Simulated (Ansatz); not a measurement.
Born–Oppenheimer molecular dynamics of a periodic cell of 13 atoms, LiTc₁₂ (host Tc, host structure hcp, interstitial Li). It starts from a partly relaxed structure (largest force component 0.08 eV/Å).

The calculation used DFT LDA, scalar-relativistic, plane waves, PAW (Ansatz). Settings: accuracy low, cutoff 600 eV, k mesh 2x2x2, fermi-dirac smearing 0.15 eV, no spin polarisation.

```
ensemble        : NVT, Langevin thermostat
time step       : 1 fs
steps asked     : 300
set temperature : 600 K
friction        : 0.02 /fs
seed            : 768586
```

Frames 1 fs apart, positions in Å, forces in eV/Å.

Velocities at 80 fs (Å/ps):

```
Tc -0.89 4.52 -2.88
Tc -2.02 0.52 0.59
Tc 3.66 -0.49 0.02
Tc 0.93 0.59 -2.26
Tc 0.53 -0.29 0.79
Tc -2.95 -3.08 -1.11
Tc 0.09 0.55 -1.98
Tc -0.10 3.23 -2.69
Tc 1.37 0.20 -5.71
Tc -4.10 2.16 1.28
Tc 0.06 0.14 -3.08
Tc 0.33 1.20 -0.03
Li 7.77 5.61 10.80
```

```xyz
13
Lattice="5.4800 0.0000 0.0000 -4.1100 7.1187 0.0000 0.0000 0.0000 4.3950" Properties=species:S:1:pos:R:3:forces:R:3 time_fs=80 energy_less_start_eV=1.003 T=543
Tc 0.009 0.315 -0.011 -0.11 -1.21 -0.71
Tc 0.083 1.576 2.126 -0.07 -0.06 0.37
Tc -1.335 2.368 -0.205 -0.86 -0.42 0.38
Tc -1.274 3.920 2.091 -1.04 0.46 -0.22
Tc -2.804 4.649 -0.213 1.29 -0.56 0.69
Tc -2.674 6.403 2.377 -0.58 0.31 -1.58
Tc 2.678 -0.298 -0.035 0.43 1.89 1.92
Tc 2.856 1.620 2.111 -0.96 -0.15 0.33
Tc 1.498 2.287 -0.016 0.29 0.67 -0.64
Tc 1.405 3.905 2.303 -0.43 -1.79 -0.55
Tc -0.225 4.610 -0.225 1.50 -0.68 0.82
Tc -0.155 6.376 2.381 0.53 1.31 -0.20
Li 1.229 5.593 1.066 0.01 0.23 -0.61
13
Lattice="5.4800 0.0000 0.0000 -4.1100 7.1187 0.0000 0.0000 0.0000 4.3950" Properties=species:S:1:pos:R:3:forces:R:3 time_fs=81 energy_less_start_eV=1.015 T=578
Tc 0.008 0.319 -0.014 -0.10 -1.31 -0.68
Tc 0.081 1.577 2.127 -0.04 -0.07 0.33
Tc -1.331 2.368 -0.205 -0.93 -0.39 0.36
Tc -1.272 3.921 2.088 -1.07 0.46 -0.22
Tc -2.803 4.649 -0.212 1.26 -0.55 0.69
Tc -2.677 6.400 2.376 -0.47 0.39 -1.49
Tc 2.678 -0.297 -0.037 0.41 1.89 1.91
Tc 2.856 1.623 2.108 -0.97 -0.19 0.35
Tc 1.500 2.288 -0.021 0.27 0.69 -0.60
Tc 1.400 3.907 2.305 -0.38 -1.83 -0.58
Tc -0.225 4.609 -0.228 1.57 -0.62 0.94
Tc -0.155 6.377 2.381 0.48 1.33 -0.22
Li 1.237 5.599 1.078 -0.05 0.19 -0.79
13
Lattice="5.4800 0.0000 0.0000 -4.1100 7.1187 0.0000 0.0000 0.0000 4.3950" Properties=species:S:1:pos:R:3:forces:R:3 time_fs=82 energy_less_start_eV=1.031 T=646
Tc 0.006 0.322 -0.018 -0.08 -1.39 -0.64
Tc 0.080 1.578 2.128 -0.02 -0.07 0.28
Tc -1.327 2.368 -0.205 -0.99 -0.37 0.34
Tc -1.271 3.922 2.086 -1.10 0.46 -0.21
Tc -2.802 4.649 -0.211 1.21 -0.53 0.68
Tc -2.680 6.397 2.374 -0.34 0.47 -1.38
Tc 2.679 -0.296 -0.038 0.38 1.89 1.89
Tc 2.857 1.626 2.106 -0.97 -0.22 0.36
Tc 1.501 2.288 -0.027 0.25 0.70 -0.56
Tc 1.395 3.909 2.307 -0.31 -1.86 -0.62
Tc -0.226 4.609 -0.231 1.66 -0.54 1.06
Tc -0.155 6.378 2.381 0.43 1.34 -0.23
Li 1.246 5.606 1.089 -0.13 0.13 -0.98
13
Lattice="5.4800 0.0000 0.0000 -4.1100 7.1187 0.0000 0.0000 0.0000 4.3950" Properties=species:S:1:pos:R:3:forces:R:3 time_fs=83 energy_less_start_eV=1.051 T=725
Tc 0.004 0.325 -0.022 -0.04 -1.49 -0.59
Tc 0.079 1.578 2.129 0.00 -0.08 0.23
Tc -1.323 2.368 -0.204 -1.06 -0.36 0.32
Tc -1.270 3.922 2.083 -1.13 0.46 -0.20
Tc -2.801 4.649 -0.211 1.17 -0.52 0.68
Tc -2.683 6.393 2.372 -0.21 0.55 -1.25
Tc 2.680 -0.295 -0.039 0.34 1.89 1.85
Tc 2.857 1.629 2.102 -0.96 -0.25 0.38
Tc 1.503 2.288 -0.033 0.24 0.71 -0.51
Tc 1.389 3.910 2.311 -0.23 -1.90 -0.66
Tc -0.228 4.607 -0.233 1.73 -0.46 1.17
Tc -0.154 6.379 2.381 0.37 1.35 -0.24
Li 1.254 5.611 1.102 -0.20 0.09 -1.18
13
Lattice="5.4800 0.0000 0.0000 -4.1100 7.1187 0.0000 0.0000 0.0000 4.3950" Properties=species:S:1:pos:R:3:forces:R:3 time_fs=84 energy_less_start_eV=1.075 T=643
Tc 0.002 0.328 -0.026 0.00 -1.58 -0.54
Tc 0.079 1.578 2.130 0.02 -0.08 0.18
Tc -1.319 2.369 -0.204 -1.14 -0.34 0.29
Tc -1.268 3.923 2.079 -1.17 0.45 -0.17
Tc -2.800 4.649 -0.210 1.13 -0.51 0.67
Tc -2.686 6.390 2.370 -0.09 0.63 -1.13
Tc 2.681 -0.294 -0.040 0.30 1.89 1.81
Tc 2.856 1.631 2.099 -0.95 -0.27 0.40
Tc 1.504 2.289 -0.039 0.22 0.71 -0.45
Tc 1.383 3.912 2.315 -0.16 -1.93 -0.72
Tc -0.228 4.606 -0.235 1.78 -0.38 1.27
Tc -0.153 6.380 2.381 0.32 1.37 -0.25
Li 1.262 5.615 1.113 -0.27 0.05 -1.35
13
Lattice="5.4800 0.0000 0.0000 -4.1100 7.1187 0.0000 0.0000 0.0000 4.3950" Properties=species:S:1:pos:R:3:forces:R:3 time_fs=85 energy_less_start_eV=1.097 T=588
Tc -0.002 0.330 -0.030 0.05 -1.64 -0.50
Tc 0.078 1.578 2.131 0.03 -0.08 0.13
Tc -1.314 2.369 -0.203 -1.22 -0.32 0.26
Tc -1.266 3.923 2.076 -1.20 0.45 -0.13
Tc -2.799 4.648 -0.208 1.12 -0.49 0.65
Tc -2.688 6.388 2.369 0.02 0.69 -1.01
Tc 2.682 -0.293 -0.040 0.25 1.88 1.77
Tc 2.855 1.633 2.096 -0.93 -0.29 0.41
Tc 1.505 2.290 -0.045 0.21 0.70 -0.39
Tc 1.379 3.914 2.318 -0.10 -1.94 -0.79
Tc -0.229 4.605 -0.236 1.83 -0.32 1.35
Tc -0.152 6.381 2.382 0.27 1.38 -0.27
Li 1.270 5.622 1.120 -0.35 -0.01 -1.46
13
Lattice="5.4800 0.0000 0.0000 -4.1100 7.1187 0.0000 0.0000 0.0000 4.3950" Properties=species:S:1:pos:R:3:forces:R:3 time_fs=86 energy_less_start_eV=1.120 T=631
Tc -0.005 0.332 -0.034 0.11 -1.69 -0.47
Tc 0.077 1.577 2.132 0.04 -0.07 0.08
Tc -1.309 2.370 -0.202 -1.30 -0.30 0.23
Tc -1.264 3.924 2.072 -1.22 0.44 -0.08
Tc -2.798 4.647 -0.207 1.11 -0.47 0.63
Tc -2.690 6.386 2.367 0.13 0.75 -0.90
Tc 2.683 -0.292 -0.040 0.20 1.87 1.73
Tc 2.854 1.635 2.094 -0.90 -0.31 0.43
Tc 1.505 2.291 -0.051 0.20 0.68 -0.33
Tc 1.373 3.916 2.322 -0.04 -1.94 -0.87
Tc -0.231 4.604 -0.237 1.88 -0.27 1.41
Tc -0.151 6.381 2.382 0.24 1.38 -0.30
Li 1.278 5.627 1.125 -0.42 -0.06 -1.56
13
Lattice="5.4800 0.0000 0.0000 -4.1100 7.1187 0.0000 0.0000 0.0000 4.3950" Properties=species:S:1:pos:R:3:forces:R:3 time_fs=87 energy_less_start_eV=1.140 T=540
Tc -0.009 0.335 -0.038 0.16 -1.75 -0.43
Tc 0.077 1.577 2.134 0.04 -0.07 0.03
Tc -1.305 2.370 -0.201 -1.39 -0.28 0.20
Tc -1.263 3.925 2.068 -1.25 0.43 -0.04
Tc -2.797 4.646 -0.207 1.11 -0.45 0.61
Tc -2.692 6.383 2.365 0.22 0.79 -0.80
Tc 2.686 -0.290 -0.041 0.14 1.87 1.70
Tc 2.853 1.637 2.092 -0.88 -0.33 0.44
Tc 1.506 2.292 -0.057 0.18 0.66 -0.27
Tc 1.368 3.917 2.326 0.01 -1.94 -0.95
Tc -0.232 4.604 -0.238 1.91 -0.22 1.46
Tc -0.150 6.382 2.383 0.24 1.37 -0.35
Li 1.286 5.630 1.128 -0.50 -0.09 -1.61
13
Lattice="5.4800 0.0000 0.0000 -4.1100 7.1187 0.0000 0.0000 0.0000 4.3950" Properties=species:S:1:pos:R:3:forces:R:3 time_fs=88 energy_less_start_eV=1.150 T=470
Tc -0.012 0.337 -0.041 0.21 -1.80 -0.38
Tc 0.077 1.577 2.135 0.04 -0.07 -0.02
Tc -1.301 2.370 -0.200 -1.46 -0.27 0.17
Tc -1.262 3.925 2.065 -1.27 0.43 0.01
Tc -2.796 4.645 -0.207 1.11 -0.43 0.60
Tc -2.694 6.382 2.364 0.26 0.82 -0.74
Tc 2.688 -0.289 -0.041 0.08 1.86 1.68
Tc 2.851 1.639 2.090 -0.84 -0.34 0.45
Tc 1.507 2.294 -0.063 0.17 0.63 -0.21
Tc 1.363 3.918 2.330 0.07 -1.93 -1.03
Tc -0.233 4.602 -0.237 1.91 -0.18 1.48
Tc -0.150 6.383 2.384 0.26 1.36 -0.41
Li 1.290 5.629 1.126 -0.55 -0.08 -1.61
13
Lattice="5.4800 0.0000 0.0000 -4.1100 7.1187 0.0000 0.0000 0.0000 4.3950" Properties=species:S:1:pos:R:3:forces:R:3 time_fs=89 energy_less_start_eV=1.150 T=472
Tc -0.015 0.338 -0.043 0.27 -1.84 -0.34
Tc 0.077 1.576 2.137 0.04 -0.07 -0.07
Tc -1.298 2.369 -0.199 -1.52 -0.24 0.14
Tc -1.261 3.926 2.063 -1.29 0.42 0.06
Tc -2.794 4.644 -0.207 1.11 -0.41 0.60
Tc -2.695 6.380 2.362 0.29 0.84 -0.69
Tc 2.690 -0.287 -0.041 0.02 1.84 1.66
Tc 2.849 1.641 2.087 -0.80 -0.35 0.47
Tc 1.507 2.295 -0.068 0.15 0.61 -0.15
Tc 1.358 3.918 2.335 0.13 -1.92 -1.10
Tc -0.233 4.600 -0.237 1.89 -0.15 1.47
Tc -0.150 6.384 2.385 0.28 1.34 -0.46
Li 1.291 5.627 1.123 -0.57 -0.07 -1.59
13
Lattice="5.4800 0.0000 0.0000 -4.1100 7.1187 0.0000 0.0000 0.0000 4.3950" Properties=species:S:1:pos:R:3:forces:R:3 time_fs=90 energy_less_start_eV=1.146 T=414
Tc -0.018 0.339 -0.046 0.33 -1.86 -0.30
Tc 0.077 1.576 2.139 0.04 -0.07 -0.13
Tc -1.295 2.369 -0.198 -1.57 -0.22 0.12
Tc -1.260 3.928 2.060 -1.31 0.41 0.10
Tc -2.793 4.643 -0.208 1.12 -0.39 0.61
Tc -2.696 6.379 2.360 0.29 0.84 -0.66
Tc 2.692 -0.286 -0.041 -0.03 1.82 1.63
Tc 2.846 1.642 2.085 -0.77 -0.36 0.49
Tc 1.508 2.295 -0.073 0.13 0.59 -0.09
Tc 1.354 3.919 2.339 0.19 -1.89 -1.19
Tc -0.233 4.598 -0.236 1.85 -0.11 1.46
Tc -0.151 6.385 2.387 0.31 1.32 -0.50
Li 1.289 5.626 1.119 -0.58 -0.07 -1.54
13
Lattice="5.4800 0.0000 0.0000 -4.1100 7.1187 0.0000 0.0000 0.0000 4.3950" Properties=species:S:1:pos:R:3:forces:R:3 time_fs=91 energy_less_start_eV=1.138 T=375
Tc -0.020 0.339 -0.048 0.38 -1.87 -0.26
Tc 0.076 1.575 2.142 0.05 -0.07 -0.18
Tc -1.293 2.368 -0.198 -1.61 -0.20 0.11
Tc -1.260 3.929 2.058 -1.33 0.40 0.14
Tc -2.791 4.643 -0.208 1.12 -0.39 0.60
Tc -2.698 6.378 2.359 0.28 0.84 -0.66
Tc 2.693 -0.284 -0.040 -0.06 1.80 1.62
Tc 2.844 1.643 2.084 -0.74 -0.36 0.50
Tc 1.510 2.296 -0.077 0.09 0.57 -0.04
Tc 1.349 3.920 2.344 0.25 -1.87 -1.28
Tc -0.233 4.595 -0.235 1.81 -0.08 1.45
Tc -0.151 6.386 2.389 0.35 1.28 -0.56
Li 1.288 5.625 1.111 -0.59 -0.06 -1.45
```

Of the whole run (300 fs, mean temperature of the second half 619 K): A run of 0.3 ps of so small a system gives no equilibrium averages. Limits of this set-up: coarse k mesh, a small cell, in which the defect meets its images, a typed lattice constant that wasn't relaxed here, low accuracy level.

Run time: 8.5 min on 2 threads of AMD EPYC 9R45 96-Core Processor (Zen 5), on a shared host, peak memory 0.92 GiB.
